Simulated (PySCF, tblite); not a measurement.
# C₅H₁₄GeSe: geometry, infrared bands and NMR shifts

Wanted: the infrared bands and NMR shifts of C₅H₁₄GeSe (`C[Se][GeH2][C](C)(C)C`), by calculation.

Programs: tblite 0.8.0 and PySCF 2.14.0, with density-fitted response routines of our own. Each step states its level of theory. These are calculated values for one molecule in the gas phase, unless marked as measured. Atoms are numbered from 0 throughout.

### 1 Starting geometry

21 atoms, charge 0, multiplicity 1; geometry from: force field or distance geometry start.

Bonds of the start (Å): C0–Se1 1.96, Se1–Ge2 2.34, Ge2–C3 1.95, C3–C4 1.50, C3–C5 1.53, C3–C6 1.52, C0–H7 1.09, C0–H8 1.12, C0–H9 1.11, Ge2–H10 1.55, Ge2–H11 1.54, C4–H12 1.10, C4–H13 1.12, C4–H14 1.13, C5–H15 1.10, C5–H16 1.12, C5–H17 1.12, C6–H18 1.12, C6–H19 1.11, C6–H20 1.11.

### 2 Optimising the geometry with GFN2-xTB

What the job is given:

```
{"job": {"kind": "relax", "xc": "GFN2-xTB", "basis": "xTB"}, "charge": 0, "multiplicity": 1}
C      4.031800    -0.411000    -0.074500
Se     2.266100    -0.799000     0.685500
Ge     0.653500     0.573500    -0.319900
C     -1.165200     0.075500     0.183100
C     -2.080300     1.266800     0.135400
C     -1.045000    -0.490100     1.602200
C     -1.764100    -0.964100    -0.742900
H      4.643100    -1.306300    -0.199300
H      3.831200     0.036500    -1.078900
H      4.549600     0.303500     0.591000
H      0.887300     2.005100     0.213600
H      0.869200     0.529300    -1.840400
H     -2.163200     1.823000     1.081400
H     -3.078200     0.892300    -0.201300
H     -1.725700     1.900300    -0.725900
H     -2.018000    -0.718900     2.067700
H     -0.467000     0.284500     2.177100
H     -0.371400    -1.380000     1.517800
H     -2.870500    -0.784500    -0.729000
H     -1.428400    -0.816000    -1.789500
H     -1.563600    -2.003300    -0.398900
```

The run is started by

```
$ OMP_NUM_THREADS=1 python probes_run.py task.json out
```

This one command runs all jobs of the session in turn.

**Question.** This job is followed by: GFN2-xTB harmonic vibrations, gas phase; GIAO PBE0/pcSseg-1 NMR shielding, non-relativistic, gas phase. Predict these results of the whole session: strongest single infrared mode (GFN2-xTB); zero-point energy (GFN2-xTB); ¹³C shifts against TMS (PBE0/pcSseg-1, means over atoms taken as alike); ¹H shifts against TMS (PBE0/pcSseg-1, means over atoms taken as alike); ⁷⁷Se shifts against Me2Se (PBE0/pcSseg-1); ⁷³Ge shifts against GeMe4 (PBE0/pcSseg-1); surface potential, 1st and 99th percentile.

The runs gave:

| quantity | value |
| --- | --- |
| strongest single infrared mode (GFN2-xTB) | 1841 cm⁻¹, 576 km/mol |
| zero-point energy (GFN2-xTB) | 106.6 kcal/mol |
| ¹³C shifts against TMS (PBE0/pcSseg-1, means over atoms taken as alike) | 33.8, 30.6, 9.7 ppm |
| ¹H shifts against TMS (PBE0/pcSseg-1, means over atoms taken as alike) | 4.82, 1.87, 1.28 ppm |
| ⁷⁷Se shifts against Me2Se (PBE0/pcSseg-1) | -351 ppm |
| ⁷³Ge shifts against GeMe4 (PBE0/pcSseg-1) | -39 ppm |
| surface potential, 1st and 99th percentile | -1.02 V and 0.75 V |

In words: Over 97 steps the energy fell by 0.761 eV; of the close pairs, Ge2–C3 changed most, 1.952 to 2.022 Å. All 57 modes are real, so the xTB geometry is a minimum. The strongest single mode, at 1841 cm⁻¹, moves mainly H10 and H11. GFN2-xTB is a fitted tight-binding method: band positions and strengths are rough. Its intensities can rank the bands wrongly. At PBE0/pcSseg-1: The largest span, 799 ppm, is at Se1, where the paramagnetic term is -892 ppm. Spin-orbit coupling is left out, which matters for shieldings and couplings at and beside the heavy atoms.
